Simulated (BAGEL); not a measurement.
# A workflow on CHFGaN (SMILES N#[C][GaH][F])

Aim: the energy (HF/cc-pVDZ), then the energy (NEVPT2(2,2)/cc-pVDZ), then the energy (CASPT2(2,2)/cc-pVDZ) of CHFGaN. 

The results are computed with BAGEL 1.2.2.

1 further run of the same task is left out (set aside as unsound or not needed).

### Step 1. Starting point

CHFGaN has 5 atoms, charge 0, and is taken as a singlet. SMILES: `N#[C][GaH][F]`. One bond was lengthened or shortened from a relaxed shape.

Bond lengths: N1–C2 1.152 Å, C2–Ga3 1.931 Å, Ga3–F4 1.741 Å, Ga3–H5 1.770 Å. Angles: N1–C2–Ga3 177.5°, C2–Ga3–F4 112.3°, C2–Ga3–H5 127.5°, F4–Ga3–H5 120.2°.

### Step 2. A single-point energy at HF/cc-pVDZ (density fitting with svp-jkfit) (run 1)

job.json

```json
{ "bagel": [

{
  "title": "molecule",
  "basis": "cc-pvdz.json",
  "df_basis": "svp-jkfit",
  "angstrom": "false",
  "geometry": [
    { "atom": "N", "xyz": [  2.16969850, -3.54661909,  2.44345178 ] },
    { "atom": "C", "xyz": [  1.08688543, -2.04901114,  1.29128577 ] },
    { "atom": "Ga", "xyz": [ -0.61519089,  0.56580290, -0.60184187 ] },
    { "atom": "F", "xyz": [ -3.38363966, -0.51606531, -2.01365625 ] },
    { "atom": "H", "xyz": [  0.33863892,  3.74675999, -0.99324005 ] }
  ]
},
{
  "title": "hf"
},
{
  "title": "print",
  "file": "orbitals.molden",
  "orbitals": "true"
}

]}
```

The basis set cc-pVDZ is read from a file made from the Basis Set Exchange's data (not shown).

Run with:

```
$ BAGEL_NUM_THREADS=1 BAGEL job.json > job.out
```

Standard output:

```text
* using 1 threads per process

  ===============================================================
  ===============================================================

  *** Geometry ***

  { "atom" : "N", "xyz" : [      2.169698,     -3.546619,      2.443452 ] },
  { "atom" : "C", "xyz" : [      1.086885,     -2.049011,      1.291286 ] },
  { "atom" : "Ga", "xyz" : [     -0.615191,      0.565803,     -0.601842 ] },
  { "atom" : "F", "xyz" : [     -3.383640,     -0.516065,     -2.013656 ] },
  { "atom" : "H", "xyz" : [      0.338639,      3.746760,     -0.993240 ] },

  Number of auxiliary basis functions:      513

  Since a DF basis is specified, we compute 2- and 3-index integrals:
    o Being stored without compression. Storage requirement is 0.022 GB

  Number of basis functions:       74
  Number of electrons      :       54

    * METHOD: MOLECULE                             0.22

  *** RHF ***

  === Nuclear Repulsion ===
   222.4302197572

      * DIIS with orbital gradients will be used.

  === RHF iteration (cc-pvdz.json) ===
      0      -2115.31751267          0.02095829           0.06
      1      -2115.43012758          0.01856374           0.06
      2      -2115.58767739          0.00186624           0.06
      3      -2115.58984123          0.00092181           0.06
      4      -2115.59038715          0.00020285           0.06
      5      -2115.59041549          0.00006850           0.06
      6      -2115.59042090          0.00003303           0.06
      7      -2115.59042236          0.00001558           0.06
      8      -2115.59042265          0.00000923           0.06
      9      -2115.59042276          0.00000382           0.06
     10      -2115.59042278          0.00000143           0.06
     11      -2115.59042279          0.00000048           0.06
     12      -2115.59042279          0.00000011           0.06
     13      -2115.59042279          0.00000005           0.06
     14      -2115.59042279          0.00000002           0.06
     15      -2115.59042279          0.00000001           0.06
     16      -2115.59042279          0.00000000           0.06
    * SCF iteration converged.

    * Permanent dipole moment:
           (   -0.142042,    -1.173849,     0.276960) a.u.

    * METHOD: HF                                   1.19

    * METHOD: PRINT                                0.01

  ===============================================================
```

Run time: 1.6 s. Hardware: 1 thread of Arm Neoverse V2, shared host; peak memory 0.14 GiB.

### Step 3. The energy at NEVPT2(2,2)/cc-pVDZ (density fitting with svp-jkfit) (run 2)

nevpt2.json

```json
{ "bagel": [

{
  "title": "molecule",
  "basis": "cc-pvdz.json",
  "df_basis": "svp-jkfit",
  "angstrom": false,
  "geometry": [
    { "atom": "N", "xyz": [     2.16969850,    -3.54661909,     2.44345178 ] },
    { "atom": "C", "xyz": [     1.08688543,    -2.04901114,     1.29128577 ] },
    { "atom": "Ga", "xyz": [    -0.61519089,     0.56580290,    -0.60184187 ] },
    { "atom": "F", "xyz": [    -3.38363966,    -0.51606531,    -2.01365625 ] },
    { "atom": "H", "xyz": [     0.33863892,     3.74675999,    -0.99324005 ] }
  ]
},

{
  "title": "hf"
},

{
  "title": "nevpt2",
  "nstate": 1,
  "nact": 2,
  "nclosed": 26,
  "active": [27, 29],
  "maxiter": 200,
  "natocc": true,
  "ncore": 12
},

{
  "title": "print",
  "file": "orbitals.molden",
  "orbitals": true
}

]}
```

The basis set cc-pVDZ is read from a file made from the Basis Set Exchange's data (not shown).

Run with:

```
$ BAGEL_NUM_THREADS=1 BAGEL nevpt2.json > nevpt2.out
```

Standard output:

```text
* using 1 threads per process

  ===============================================================
  ===============================================================

  *** Geometry ***

  { "atom" : "N", "xyz" : [      2.169698,     -3.546619,      2.443452 ] },
  { "atom" : "C", "xyz" : [      1.086885,     -2.049011,      1.291286 ] },
  { "atom" : "Ga", "xyz" : [     -0.615191,      0.565803,     -0.601842 ] },
  { "atom" : "F", "xyz" : [     -3.383640,     -0.516065,     -2.013656 ] },
  { "atom" : "H", "xyz" : [      0.338639,      3.746760,     -0.993240 ] },

  Number of auxiliary basis functions:      513

  Since a DF basis is specified, we compute 2- and 3-index integrals:
    o Being stored without compression. Storage requirement is 0.022 GB

  Number of basis functions:       74
  Number of electrons      :       54

    * METHOD: MOLECULE                             0.22

  *** RHF ***

  === Nuclear Repulsion ===
   222.4302197572

      * DIIS with orbital gradients will be used.

  === RHF iteration (cc-pvdz.json) ===
      0      -2115.31751267          0.02095829           0.06
      1      -2115.43012758          0.01856374           0.06
      2      -2115.58767739          0.00186624           0.06
      3      -2115.58984123          0.00092181           0.06
      4      -2115.59038715          0.00020285           0.06
      5      -2115.59041549          0.00006850           0.06
      6      -2115.59042090          0.00003303           0.06
      7      -2115.59042236          0.00001558           0.06
      8      -2115.59042265          0.00000923           0.06
      9      -2115.59042276          0.00000382           0.06
     10      -2115.59042278          0.00000143           0.06
     11      -2115.59042279          0.00000048           0.06
     12      -2115.59042279          0.00000011           0.06
     13      -2115.59042279          0.00000005           0.06
     14      -2115.59042279          0.00000002           0.06
     15      -2115.59042279          0.00000001           0.06
     16      -2115.59042279          0.00000000           0.06
    * SCF iteration converged.

    * Permanent dipole moment:
           (   -0.142042,    -1.173849,     0.276960) a.u.

    * METHOD: HF                                   1.17

    * freezing 12 orbitals
  ---------------------------
      CASSCF calculation
  ---------------------------

    ==== Active orbitals : =====
         Orbital 27
         Orbital 29
    ============================

    * nstate   :      1
    * nclosed  :     26
    * nact     :      2
    * nvirt    :     46
  === CASSCF iteration (cc-pvdz.json) ===

    * Using the second-order algorithm

      0  0     -2115.59157114     2.80e-04      0.02

      1  0     -2115.60774398     1.03e-03      0.32

      2  0     -2115.60899760     1.86e-04      0.33

      3  0     -2115.60902707     5.78e-05      0.33

      4  0     -2115.60902852     1.54e-05      0.32

      5  0     -2115.60902861     3.93e-06      0.32

      6  0     -2115.60902861     9.86e-07      0.32

      7  0     -2115.60902861     2.46e-07      0.33

      8  0     -2115.60902861     6.12e-08      0.30

      9  0     -2115.60902861     1.52e-08      0.27

     10  0     -2115.60902861     3.79e-09      0.25

    * Second-order optimization converged. *

     guess   0:   closed 1.                   open ..

  === FCI iteration ===

      0  0     -2115.59002784     6.68e-02      0.00
      1  0     -2115.60899930     2.08e-03      0.00
      2  0 *   -2115.60902861     1.48e-15      0.00

     * ci vector, state   0, <S^2> = 0.0000
       2.     0.9900214462
       .2    -0.1409167702

  === DF-NEVPT2 calculation ===

    * 3-index integral transformation done
    * assembly done

      NEVPT2 correlation energy:   -0.5256549718      0.11

          (+0)     -0.4949999101
          (+0)'    -0.0026956102
          (+1)     -0.0098671262
          (+1)'    -0.0000000000
          (+2)     -0.0001829917
          (-1)     -0.0100169839
          (-1)'     0.0000000000
          (-2)     -0.0078923497

      NEVPT2 total energy:       -2116.1346835865

    * METHOD: NEVPT2                               3.46

    * METHOD: PRINT                                0.01

  ===============================================================
```

Run time: 5.1 s. Hardware: 1 thread of Arm Neoverse V2, shared host; peak memory 0.14 GiB.

### Step 4. The energy at CASPT2(2,2)/cc-pVDZ (density fitting with svp-jkfit) (run 3)

caspt2.json

```json
{ "bagel": [

{
  "title": "molecule",
  "basis": "cc-pvdz.json",
  "df_basis": "svp-jkfit",
  "angstrom": "false",
  "geometry": [
    { "atom": "N", "xyz": [  2.16969850, -3.54661909,  2.44345178 ] },
    { "atom": "C", "xyz": [  1.08688543, -2.04901114,  1.29128577 ] },
    { "atom": "Ga", "xyz": [ -0.61519089,  0.56580290, -0.60184187 ] },
    { "atom": "F", "xyz": [ -3.38363966, -0.51606531, -2.01365625 ] },
    { "atom": "H", "xyz": [  0.33863892,  3.74675999, -0.99324005 ] }
  ]
},
{
  "title": "hf"
},
{
  "title": "casscf",
  "nstate": 1,
  "nact": 2,
  "nclosed": 26,
  "active": [27, 29],
  "maxiter": 200,
  "natocc": "true"
},
{
  "title": "print",
  "file": "orbitals.molden",
  "orbitals": "true"
},
{
  "title": "smith",
  "method": "caspt2",
  "ms": "true",
  "xms": "true",
  "sssr": "true",
  "shift": 0.2,
  "shift_imag": "true",
  "ncore": 12
}

]}
```

The basis set cc-pVDZ is read from a file made from the Basis Set Exchange's data (not shown).

Run with:

```
$ BAGEL_NUM_THREADS=1 BAGEL caspt2.json > caspt2.out
```

Standard output:

```text
* using 1 threads per process

  ===============================================================
  ===============================================================

  *** Geometry ***

  { "atom" : "N", "xyz" : [      2.169698,     -3.546619,      2.443452 ] },
  { "atom" : "C", "xyz" : [      1.086885,     -2.049011,      1.291286 ] },
  { "atom" : "Ga", "xyz" : [     -0.615191,      0.565803,     -0.601842 ] },
  { "atom" : "F", "xyz" : [     -3.383640,     -0.516065,     -2.013656 ] },
  { "atom" : "H", "xyz" : [      0.338639,      3.746760,     -0.993240 ] },

  Number of auxiliary basis functions:      513

  Since a DF basis is specified, we compute 2- and 3-index integrals:
    o Being stored without compression. Storage requirement is 0.022 GB

  Number of basis functions:       74
  Number of electrons      :       54

    * METHOD: MOLECULE                             0.22

  *** RHF ***

  === Nuclear Repulsion ===
   222.4302197572

      * DIIS with orbital gradients will be used.

  === RHF iteration (cc-pvdz.json) ===
      0      -2115.31751267          0.02095829           0.06
      1      -2115.43012758          0.01856374           0.06
      2      -2115.58767739          0.00186624           0.06
      3      -2115.58984123          0.00092181           0.06
      4      -2115.59038715          0.00020285           0.06
      5      -2115.59041549          0.00006850           0.06
      6      -2115.59042090          0.00003303           0.06
      7      -2115.59042236          0.00001558           0.06
      8      -2115.59042265          0.00000923           0.06
      9      -2115.59042276          0.00000382           0.06
     10      -2115.59042278          0.00000143           0.06
     11      -2115.59042279          0.00000048           0.06
     12      -2115.59042279          0.00000011           0.06
     13      -2115.59042279          0.00000005           0.06
     14      -2115.59042279          0.00000002           0.06
     15      -2115.59042279          0.00000001           0.06
     16      -2115.59042279          0.00000000           0.06
    * SCF iteration converged.

    * Permanent dipole moment:
           (   -0.142042,    -1.173849,     0.276960) a.u.

    * METHOD: HF                                   1.21

  ---------------------------
      CASSCF calculation
  ---------------------------

    ==== Active orbitals : =====
         Orbital 27
         Orbital 29
    ============================

    * nstate   :      1
    * nclosed  :     26
    * nact     :      2
    * nvirt    :     46
  === CASSCF iteration (cc-pvdz.json) ===

    * Using the second-order algorithm

      0  0     -2115.59157114     2.80e-04      0.02

      1  0     -2115.60774398     1.03e-03      0.30

      2  0     -2115.60899760     1.86e-04      0.33

      3  0     -2115.60902707     5.78e-05      0.34

      4  0     -2115.60902852     1.54e-05      0.33

      5  0     -2115.60902861     3.93e-06      0.33

      6  0     -2115.60902861     9.86e-07      0.33

      7  0     -2115.60902861     2.46e-07      0.33

      8  0     -2115.60902861     6.12e-08      0.29

      9  0     -2115.60902861     1.52e-08      0.29

     10  0     -2115.60902861     3.79e-09      0.27

    * Second-order optimization converged. *

     guess   0:   closed 1.                   open ..

  === FCI iteration ===

      0  0     -2115.59002784     6.68e-02      0.00
      1  0     -2115.60899930     2.08e-03      0.00
      2  0 *   -2115.60902861     1.48e-15      0.00

     * ci vector, state   0, <S^2> = 0.0000
       2.     0.9900214462
       .2    -0.1409167702

    * METHOD: CASSCF                               3.30

    * METHOD: PRINT                                0.01

  === SMITH program ===

    * freezing 12 orbitals

    * Approximate memory requirement for SMITH calulation per MPI process:
      o Storage requirement for T-amplitude, lambda, and residual is 0.02 GB
      o Storage requirement for MO integrals is 0.00 GB
    * Calculating and saving rdm4f

    * Zeroth order energy : state  0       -0.9557533463

    * CASPT2 iteration is performed using orthogonal basis

      -------------------------------------------  CASPT2 iteration  ---------------------------------------------------
       #      aibj      arbs      arbi      airj      risj      airs      arst      rist         Etot      error   time
      ------------------------------------------------------------------------------------------------------------------

       0  -0.49365  -0.00970  -0.01024  -0.01104  -0.00028  -0.00238  -0.00000  -0.00000   -0.5273035  0.0009102   0.06
       1  -0.49386  -0.00973  -0.01026  -0.01124  -0.00030  -0.00244   0.00000  -0.00000   -0.5278228  0.0001396   0.05
       2  -0.49386  -0.00973  -0.01026  -0.01124  -0.00030  -0.00244  -0.00000  -0.00000   -0.5278323  0.0000286   0.06
       3  -0.49386  -0.00973  -0.01027  -0.01124  -0.00030  -0.00244   0.00000   0.00000   -0.5278327  0.0000058   0.06
       4  -0.49386  -0.00973  -0.01027  -0.01124  -0.00030  -0.00244   0.00000  -0.00000   -0.5278327  0.0000010   0.06
       5  -0.49386  -0.00973  -0.01027  -0.01124  -0.00030  -0.00244  -0.00000  -0.00000   -0.5278327  0.0000002   0.06

      ------------------------------------------------------------------------------------------------------------------

    * CASPT2 energy : state  0    -2116.1397774591
        w/o shift correction      -2116.1368612909
        reference weight              0.8531269838

    * METHOD: SMITH                                0.54

  ===============================================================
```

Run time: 5.7 s. Hardware: 1 thread of Arm Neoverse V2, shared host; peak memory 0.16 GiB.

### Step 5. Outcome

| quantity | value |
| --- | --- |
| run 1, HF/cc-pVDZ: total energy | -2115.59042 Eh |
| run 1, HF/cc-pVDZ: dipole moment | 3.09 D |
| run 1, HF/cc-pVDZ: HOMO energy | -13.04 eV |
| run 1, HF/cc-pVDZ: LUMO energy | 0.39 eV |
| run 1, HF/cc-pVDZ: HOMO–LUMO gap | 13.43 eV |
| run 2, NEVPT2(2,2)/cc-pVDZ: total energy | -2116.13468 Eh |
| run 3, CASPT2(2,2)/cc-pVDZ: total energy | -2116.13978 Eh |
